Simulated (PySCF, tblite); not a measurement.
# C₈H₁₅NO: geometry, infrared bands and NMR shifts

Wanted: the infrared bands and NMR shifts of C₈H₁₅NO (`C=CCCC(=O)NC(C)C`), by calculation.

Programs: tblite 0.8.0 and PySCF 2.14.0, with density-fitted response routines of our own. Each step states its level of theory. These are calculated values for one molecule in the gas phase, unless marked as measured. Atoms count from 0, in the outputs and in this text.

### Step 1. The molecule as given

25 atoms, charge 0, multiplicity 1; geometry from: force field or distance geometry start.

Bonds of the start (Å): C0–C1 1.34, C1–C2 1.50, C2–C3 1.53, C3–C4 1.52, C4–O5 1.22, C4–N6 1.38, N6–C7 1.45, C7–C8 1.52, C7–C9 1.54, C0–H10 1.09, C0–H11 1.07, C1–H12 1.09, C2–H13 1.10, C2–H14 1.09, C3–H15 1.08, C3–H16 1.10, N6–H17 1.01, C7–H18 1.10, C8–H19 1.10, C8–H20 1.10, C8–H21 1.10, C9–H22 1.10, C9–H23 1.09, C9–H24 1.10.

### Step 2. Relaxing the molecule with GFN2-xTB

The job: settings as JSON, then the geometry in Å.

```
{"job": {"kind": "relax", "xc": "GFN2-xTB", "basis": "xTB"}, "charge": 0, "multiplicity": 1}
C      4.575200     0.736700    -1.046000
C      3.765900    -0.097100    -0.382800
C      2.535600     0.317300     0.361000
C      1.281800    -0.307500    -0.263900
C      0.018900     0.087300     0.486700
O      0.004100     0.812900     1.464800
N     -1.117900    -0.448500    -0.086000
C     -2.441200    -0.171700     0.448500
C     -3.001400     1.101900    -0.167300
C     -3.378600    -1.358200     0.178600
H      4.348400     1.800300    -1.109100
H      5.456300     0.376400    -1.544200
H      4.029900    -1.155100    -0.319300
H      2.430500     1.412800     0.350400
H      2.619000     0.031300     1.410900
H      1.177700    -0.012200    -1.292900
H      1.359500    -1.405700    -0.223100
H     -1.036800    -0.997300    -0.934000
H     -2.366200    -0.034400     1.534800
H     -3.995900     1.329500     0.237500
H     -2.359500     1.965800     0.053400
H     -3.086900     1.024200    -1.256700
H     -2.970800    -2.264500     0.639000
H     -4.376500    -1.183800     0.591800
H     -3.481900    -1.536200    -0.897200
```

On the command line:

```
$ OMP_NUM_THREADS=1 python probes_run.py task.json out
```

The driver reads the jobs from task.json and runs them one after another.

**Question.** This job is followed by: GFN2-xTB harmonic vibrations, gas phase; GIAO PBE0/pcSseg-1 NMR shielding, non-relativistic, gas phase. What will the session give for the following? strongest single infrared mode (GFN2-xTB); zero-point energy (GFN2-xTB); ¹³C shifts against TMS (PBE0/pcSseg-1, means over atoms taken as alike); ¹H shifts against TMS (PBE0/pcSseg-1, means over atoms taken as alike); ¹⁷O shifts against H2O (PBE0/pcSseg-1); ¹⁵N shifts against NH3 (PBE0/pcSseg-1).

The runs gave:

```
                                                               quantity                                               value
                              strongest single infrared mode (GFN2-xTB)                               1746 cm⁻¹, 448 km/mol
                                           zero-point energy (GFN2-xTB)                                      135.3 kcal/mol
¹³C shifts against TMS (PBE0/pcSseg-1, means over atoms taken as alike)     170.0, 148.6, 121.2, 41.3, 40.2, 36.0, 25.9 ppm
 ¹H shifts against TMS (PBE0/pcSseg-1, means over atoms taken as alike)  6.08, 5.42, 5.23, 4.67, 4.25, 2.54, 1.94, 1.10 ppm
                                 ¹⁷O shifts against H2O (PBE0/pcSseg-1)                                           391.1 ppm
                                 ¹⁵N shifts against NH3 (PBE0/pcSseg-1)                                           156.3 ppm
```

What this shows: The optimisation took 85 steps and gained 0.106 eV; among the close pairs (by a distance rule), C4–N6 changed most, from 1.381 to 1.352 Å. No mode is imaginary among the 69: a minimum at this level. The strongest single mode, at 1746 cm⁻¹, moves mainly C4 and O5. GFN2-xTB is a fitted tight-binding method: band positions and strengths are rough. Its intensities can rank the bands wrongly. The most deshielded carbon is C4 (amide carbonyl carbon), at 170.0 ppm: it is a carbonyl in resonance with an O or N lone pair, the region of acids, esters and amides. The most deshielded hydrogen is H12 (hydrogen on an alkene CH), at 6.08 ppm: olefinic region. At PBE0/pcSseg-1: Shielding is most anisotropic at O5 (span 744 ppm, paramagnetic term -460 ppm).
